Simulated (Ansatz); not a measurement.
# F2H5NOSi2: the cost of one run

Program: Ansatz 0.2.0. Level of theory: RKS PBE0-D4/6-31G. These are calculated values, not measurements.

## (1) Starting point

Bond lengths: Si1–O2 1.680 Å, O2–Si3 1.680 Å, Si3–H4 1.460 Å, Si3–H5 1.460 Å, Si3–H6 1.460 Å, Si1–F7 1.590 Å, Si1–N8 1.819 Å, N8–H9 1.060 Å, N8–H10 1.060 Å, Si1–F11 1.589 Å. Angles (14 of 16 angles, heavy atoms first): Si1–O2–Si3 125.0°, O2–Si1–F7 109.5°, O2–Si1–N8 109.5°, O2–Si1–F11 109.5°, F7–Si1–N8 109.5°, F7–Si1–F11 109.5°, N8–Si1–F11 109.5°, O2–Si3–H4 109.5°, O2–Si3–H5 109.5°, O2–Si3–H6 109.5°, Si1–N8–H9 120.0°, Si1–N8–H10 120.0°, H4–Si3–H5 109.4°, H4–Si3–H6 109.4°.

As a file:

```xyz
11

Si    0.0000    0.0000    0.0000
O     0.0000    0.0000    1.6800
Si   -1.3147   -0.4067    2.6436
H    -2.2390   -1.2403    1.8804
H    -0.8506   -1.1432    3.8157
H    -1.9987    0.8095    3.0733
F     1.4994    0.0000   -0.5295
N    -0.8572    1.4851   -0.6061
H    -1.8773    1.4300   -0.8888
H    -0.3367    2.4058   -0.6766
F    -0.7489   -1.2974   -0.5295
```

## (2) Preparing the start

File input.yaml:

```yaml
crystal:
  periodic: [false, false, false]
  atoms:
    - { symbol: Si, position_ang: [0.0, 0.0, 0.0] }
    - { symbol: O, position_ang: [0.0, 0.0, 1.68] }
    - { symbol: Si, position_ang: [-1.3147, -0.4067, 2.6436] }
    - { symbol: H, position_ang: [-2.239, -1.2403, 1.8804] }
    - { symbol: H, position_ang: [-0.8506, -1.1432, 3.8157] }
    - { symbol: H, position_ang: [-1.9987, 0.8095, 3.0733] }
    - { symbol: F, position_ang: [1.4994, 0.0, -0.5295] }
    - { symbol: "N", position_ang: [-0.8572, 1.4851, -0.6061] }
    - { symbol: H, position_ang: [-1.8773, 1.43, -0.8888] }
    - { symbol: H, position_ang: [-0.3367, 2.4058, -0.6766] }
    - { symbol: F, position_ang: [-0.7489, -1.2974, -0.5295] }
basis:
  gaussian: { orbitals: "6-31G" }
hamiltonian:
  xc: pbe0
  dispersion: d4
relax:
  f_tol: 0.02
  max_steps: 40
```

Command:

```
ansatz run input.yaml --threads 1 --pin off --max-ram 2048MiB --backend cpu --events-out ev --progress --plain --runs-dir out
```

**Question.** How long does this run take on 1 thread of Arm Neoverse V2, shared host, and how much memory does it need?

About 99 s, with a peak of 0.17 GiB.
